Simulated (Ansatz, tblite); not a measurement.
# The cluster Be₃S₃: a ladder of methods and basis sets

How do method and basis change the picture of the cluster Be₃S₃ (singlet)?

The runs use Ansatz 0.2.0, Gaussian basis; as each input shows.

The runs, in order: GFN1-xTB, GFN2-xTB, PBE-D4/def2-TZVP, r2SCAN-D4/def2-TZVP, CAM-B3LYP-D4/def2-TZVP, LDA/def2-TZVP, PBE-QIDH/def2-TZVP, BHLYP-D4/def2-TZVP, HSE06-D4/def2-TZVP, B97M-V/def2-TZVP, revPBE-D4/def2-TZVP, PBE+5HF/def2-TZVP, PBE+10HF/def2-TZVP, PBE+15HF/def2-TZVP, PBE+35HF/def2-TZVP, PBE+50HF/def2-TZVP, PBE-D4/def2-SVP, PBE0-D4/def2-SVP, HF/6-31G, B3LYP-D4/6-31G, PBE0-D4/def2-TZVPD, PBE-D4/def2-TZVPD, r2SCAN-D4/def2-TZVPD, CCSD(T)/def2-TZVPP, MP2/def2-TZVP, RPA/def2-TZVP.

1 further run of the same task is left out (set aside as unsound or not needed).

**1. The relaxed structure**

The singlet was relaxed beforehand with r2SCAN-D4/def2-SVP. At that level it is the lowest of the isomers that a small search found.

6 atoms, charge 0, spin multiplicity 1.

Bond lengths: Be1–S4 1.916 Å, Be1–S5 1.916 Å, Be2–S4 1.916 Å, Be2–S6 1.916 Å, Be3–S5 1.916 Å, Be3–S6 1.916 Å. Angles: S4–Be1–S5 160.2°, S4–Be2–S6 160.2°, S5–Be3–S6 160.2°, Be1–S4–Be2 79.8°, Be1–S5–Be3 79.8°, Be2–S6–Be3 79.8°.

PBE0-D4/def2-TZVP was run before; its log isn't repeated, and its numbers join the tables.

**2. GFN1-xTB**

Tight binding, by tblite at 300 K electronic temperature and without a spin-polarisation term:

```python
tblite.interface.Calculator('GFN1-xTB', numbers, positions, charge=0, uhf=0).singlepoint()
```

Energy -367.8817 eV, HOMO -10.23 eV, LUMO -7.22 eV; 0.004 s.

**3. GFN2-xTB**

Tight binding, by tblite at 300 K electronic temperature and without a spin-polarisation term:

```python
tblite.interface.Calculator('GFN2-xTB', numbers, positions, charge=0, uhf=0).singlepoint()
```

Energy -325.1886 eV, HOMO -11.65 eV, LUMO -7.89 eV; 0.005 s.

**4. PBE-D4/def2-TZVP**

start.molden holds the orbitals of an earlier run on this state, given as this run's starting guess.

File in.yaml:

```yaml
crystal:
  periodic: [false, false, false]
  atoms:
    - {symbol: Be, position_ang: [1.415369, 0.015797, -0.107934]}
    - {symbol: Be, position_ang: [-0.692633, -1.237113, 0.071338]}
    - {symbol: Be, position_ang: [-0.722753, 1.221304, 0.036582]}
    - {symbol: S, position_ang: [1.109814, -1.875341, -0.056405]}
    - {symbol: S, position_ang: [1.063605, 1.899623, -0.109425]}
    - {symbol: S, position_ang: [-2.173392, -0.024269, 0.165845]}
basis:
  gaussian: {orbitals: def2-TZVP, initial_orbitals: start.molden}
hamiltonian: {xc: pbe, dispersion: d4}
scf: {omitted_lower_state_checks: [starts]}
output: {orbitals: {seedname: orbitals}}
```

The run is started by

```
$ ansatz run in.yaml --threads 2 --pin off --events-out ev --progress --plain --max-ram 4352MiB
```

After this run come: r2SCAN-D4/def2-TZVP; CAM-B3LYP-D4/def2-TZVP; LDA/def2-TZVP; PBE-QIDH/def2-TZVP; BHLYP-D4/def2-TZVP; HSE06-D4/def2-TZVP; B97M-V/def2-TZVP; revPBE-D4/def2-TZVP; PBE+5HF/def2-TZVP; PBE+10HF/def2-TZVP; PBE+15HF/def2-TZVP; PBE+35HF/def2-TZVP; PBE+50HF/def2-TZVP; PBE-D4/def2-SVP; PBE0-D4/def2-SVP; HF/6-31G; B3LYP-D4/6-31G; PBE0-D4/def2-TZVPD; PBE-D4/def2-TZVPD; r2SCAN-D4/def2-TZVPD; CCSD(T)/def2-TZVPP; MP2/def2-TZVP; RPA/def2-TZVP.

**Question.** What will the summary of the whole plan be? Wanted: gap in def2-TZVP, named functionals, smallest and largest; gap over the share of exact exchange; correlation energy, CCSD(T)/def2-TZVPP; correlation energy, MP2/def2-TZVP; binding an atom, CCSD(T)/def2-TZVPP; PBE0 total energy, smallest basis above largest.

As calculated:

| quantity | value |
| --- | --- |
| gap in def2-TZVP, named functionals, smallest and largest | 3.24 eV (LDA), 7.45 eV (CAM-B3LYP-D4) |
| gap over the share of exact exchange | 3.33 eV at 0, 7.15 eV at 0.5 |
| correlation energy, CCSD(T)/def2-TZVPP | -21.41 eV |
| correlation energy, MP2/def2-TZVP | -18.80 eV |
| binding an atom, CCSD(T)/def2-TZVPP | 3.281 eV |
| PBE0 total energy, smallest basis above largest | 12.68 eV (def2-SVP, def2-TZVPD) |

In words: Orbital gaps of the named functionals in def2-TZVP span 3.24 eV (LDA) to 7.45 eV (CAM-B3LYP-D4); exact exchange widens it. Raising the share of exact exchange from 0 to 0.5 moves the HOMO by -2.30 eV and the LUMO by +1.51 eV. A small miss in a minimal or small basis is a cancelling of errors, not accuracy. The functionals in def2-TZVP miss CCSD(T)/def2-TZVPP by +0.215 (BHLYP-D4) to +0.877 eV (LDA) an atom. CCSD(T)/def2-TZVPP isn't at the basis-set limit; small misses against it rank nothing.
